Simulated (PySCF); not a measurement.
# GeH12Si4 (n-GeSiSiSiSiH12): the cost of one run

The runs use PySCF 2.14.0, with density-fitted response routines of our own; the level of theory stands in each step. All values are computed, except where a source is named. Atoms count from 0, in the outputs and in this text.

## 1. The molecule as given

17 atoms, charge 0, multiplicity 1; geometry from: GFN2-xTB. The atoms were then displaced at random by about 0.03 Å, so the start is not that level's minimum.

Bonds of the start (Å): Ge0–Si1 2.39, Ge0–H5 1.57, Ge0–H6 1.48, Ge0–H7 1.41, Si1–Si2 2.37, Si1–H8 1.51, Si1–H9 1.46, Si2–Si3 2.23, Si2–H10 1.44, Si2–H11 1.43, Si3–Si4 2.35, Si3–H12 1.37, Si3–H13 1.55, Si4–H14 1.50, Si4–H15 1.54, Si4–H16 1.46.

## 2. Optimising the geometry at PBE0-D3(BJ)/def2-SVP

The job: settings as JSON, then the geometry in Å.

```
{"job": {"xc": "PBE0", "basis": "def2-SVP", "d3": "d3bj", "grid": 1, "maxiter": 40, "shake": 0.03, "kind": "geom"}, "charge": 0, "multiplicity": 1}
Ge     2.032730    -0.157890     1.518420
Si     1.941390     0.938650    -0.600340
Si     0.118050     0.231030    -1.940920
Si    -1.281350    -1.072260    -0.802870
Si    -2.572010     0.002330     0.834480
H      0.865600     0.360410     2.436780
H      3.233380     0.082120     2.350450
H      1.854880    -1.559820     1.467930
H      1.922550     2.416550    -0.293000
H      3.267180     0.705320    -1.169110
H      0.692690    -0.436410    -3.084780
H     -0.473660     1.427950    -2.453200
H     -0.749690    -2.204250    -0.252860
H     -2.356980    -1.693800    -1.730280
H     -2.882750    -0.839670     2.032240
H     -1.804120     1.221540     1.375420
H     -3.836430     0.577620     0.371870
```

Started as:

```console
> OMP_NUM_THREADS=1 python probes_run.py task.json out
```

The driver reads the jobs from task.json and runs them one after another.

**Question.** How long does this first job take on 1 thread of Intel Xeon at 2.80GHz, shared host, and how much memory does it need?

About 5.8 min, with a peak of 0.73 GiB.
